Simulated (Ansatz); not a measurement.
Runs of Ansatz 0.2.0 on CsLiCr2Te2S3. It takes space group Pm (No. 6, monoclinic). Conventional cell: a = 7.057 Å, b = 3.981 Å, c = 9.084 Å, α = 90.00°, β = 107.12°, γ = 90.00°. Around Cs (site symmetry m) lie 3 S at 3.44 to 3.50 Å and 1 Te at 3.93 Å. Li (site symmetry m) has 3 S at 2.21 to 2.30 Å as nearest neighbours. Cr (site symmetry m) has 5 S at 2.47 to 2.63 Å and 1 Te at 2.79 Å and 2 Li at 2.81 Å as nearest neighbours. Cr (site symmetry m) has 2 S at 2.34 to 2.50 Å as nearest neighbours. Te (site symmetry m) is surrounded by 3 Cr at 2.76 to 2.79 Å. Around Te (site symmetry m) lie 1 S at 2.48 Å and 2 Cr at 2.80 Å. S (site symmetry m) is surrounded by 2 Li at 2.21 Å and 1 Te at 2.48 Å and 1 Cr at 2.51 Å. Around S (site symmetry m) lie 3 Cr at 2.34 to 2.47 Å and 1 Li at 2.63 Å. The cell was built by a generator and needn't be a form met in nature.

```tsv
U	gap on the mesh (eV)	pressure (GPa)	moment (μB)	largest force (eV/Å)
Cr d U = 8 eV	none	(a)	6.03	1.02
Cr d U = 6 eV	0.08	3.6	6.01	(c)
Cr d U = 2 eV	0.37	1.1	6.00	(d)
Cr d U = 4 eV	(b)	2.3	6.00	0.50
```

Alike in all rows: task projected density of states; level PBE+U; potentials or basis Ansatz PAW; spin collinear, ferromagnetic start; cell as given; k mesh 4 × 7 × 3; cutoff (eV) 420; smearing fermi-dirac 0.05 eV.

Q: Fill in the values left out.

A: (a) 4.9; (b) 0.22; (c) 0.78; (d) 0.23.

Caveats: the magnetic or orbital state may not be the lowest; only a ferromagnetic start was run, and an antiferromagnetic order may lie lower in energy; odd divisions of the mesh miss points on the zone boundary, where band edges often lie, so the gap on the mesh can be too wide (some runs); spin-orbit coupling is left out, which moves the levels of the heavy elements (some runs); forces of over 1 eV/Å show positions far from the minimum, so gaps and moduli don't describe the material at rest (some runs).

A k mesh can miss the band edges, and the runs leave out spin-orbit coupling on Cs, Te.

A gap of «none» marks a metal or a gap under the smearing width.
